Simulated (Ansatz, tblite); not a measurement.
# The cluster Y2F6: rung by rung

The task here is to estimate one member of a computed series from the others.

Computed with Ansatz 0.2.0, Gaussian basis. Level: as each input shows.

Levels to be run: GFN1-xTB, GFN2-xTB, PBE-D4/def2-TZVP, r2SCAN-D4/def2-TZVP, HF/def2-TZVP, BLYP-D4/def2-TZVP, B2PLYP/def2-TZVP, PBE-D4/def2-SVP, PBE0-D4/def2-SVP, CCSD(T)/def2-SVP, MP2/def2-TZVP.

6 further runs of the same task are left out: 6 set aside as unsound or not needed. Runs told in other sessions of the task aren't counted.

**The geometry**

The singlet was relaxed beforehand with PBE0-D4/def2-SVP. At that level it is the lowest of the isomers that a small search found.

8 atoms, charge 0, spin multiplicity 1.

Bond lengths: Y1–F3 2.186 Å, Y1–F4 2.186 Å, Y1–F5 1.986 Å, Y1–F7 1.986 Å, Y2–F3 2.186 Å, Y2–F4 2.186 Å, Y2–F6 1.986 Å, Y2–F8 1.986 Å. Angles: F3–Y1–F4 73.1°, F3–Y1–F5 114.7°, F3–Y1–F7 114.6°, F4–Y1–F5 114.7°, F4–Y1–F7 114.6°, F5–Y1–F7 117.4°, F3–Y2–F4 73.1°, F3–Y2–F6 114.7°, F3–Y2–F8 114.6°, F4–Y2–F6 114.7°, F4–Y2–F8 114.6°, F6–Y2–F8 117.4°, Y1–F3–Y2 106.9°, Y1–F4–Y2 106.9°.

Y takes a core potential in the def2 sets. No spin-orbit coupling is included.

PBE0-D4/def2-TZVP was run before; its log isn't repeated, and its numbers join the tables.

The first run:

Tight binding, by tblite at 300 K electronic temperature and without a spin-polarisation term:

```python
tblite.interface.Calculator('GFN1-xTB', numbers, positions, charge=0, uhf=0).singlepoint()
```

Tight binding, by tblite at 300 K electronic temperature and without a spin-polarisation term:

```python
tblite.interface.Calculator('GFN2-xTB', numbers, positions, charge=0, uhf=0).singlepoint()
```

start.molden holds the orbitals of an earlier run on this state, given as this run's starting guess.

The input, in.yaml:

```yaml
crystal:
  periodic: [false, false, false]
  atoms:
    - {symbol: Y, position_ang: [1.433582, -0.819544, 0.597420]}
    - {symbol: Y, position_ang: [-1.433137, 0.819545, -0.598477]}
    - {symbol: F, position_ang: [0.597657, 1.147901, 0.140731]}
    - {symbol: F, position_ang: [-0.595584, -1.148174, -0.146073]}
    - {symbol: F, position_ang: [2.874317, -1.415326, -0.632580]}
    - {symbol: F, position_ang: [-1.681449, 1.190691, -2.533449]}
    - {symbol: F, position_ang: [1.674722, -1.185507, 2.534227]}
    - {symbol: F, position_ang: [-2.870097, 1.410415, 0.638211]}
basis:
  gaussian: {orbitals: def2-TZVP, initial_orbitals: start.molden}
hamiltonian: {xc: pbe, dispersion: d4}
scf: {omitted_lower_state_checks: [starts]}
output: {forces: true, orbitals: {seedname: orbitals}}
```

Run with:

```bash
$ ansatz run in.yaml --threads 4 --pin off --events-out ev --progress --plain --max-ram 4787MiB
```

Among the steps run: PBE-D4/def2-TZVP; r2SCAN-D4/def2-TZVP; HF/def2-TZVP; BLYP-D4/def2-TZVP; B2PLYP/def2-TZVP; PBE-D4/def2-SVP; PBE0-D4/def2-SVP; CCSD(T)/def2-SVP; MP2/def2-TZVP.

One of the session's tables, all rows but one given; the rest of the session is left out.

| level | HOMO (eV) | LUMO (eV) | gap (eV) |
| --- | --- | --- | --- |
| HF/def2-TZVP | -15.95 | 0.43 | 16.38 |
| PBE-D4/def2-SVP | -8.63 | -2.51 | 6.12 |
| PBE-D4/def2-TZVP | ? | ? | ? |
| BLYP-D4/def2-TZVP | -8.78 | -2.66 | 6.12 |
| r2SCAN-D4/def2-TZVP | -9.26 | -2.17 | 7.09 |
| PBE0-D4/def2-SVP | -10.64 | -1.76 | 8.88 |
| PBE0-D4/def2-TZVP | -10.79 | -1.85 | 8.94 |

Q: Estimate the row for PBE-D4/def2-TZVP from the others.

**Answer.** HOMO (eV): -8.83; LUMO (eV): -2.62; gap (eV): 6.21. In the column «HOMO (eV)» it lies between r2SCAN-D4/def2-TZVP (-9.26) and BLYP-D4/def2-TZVP (-8.78).
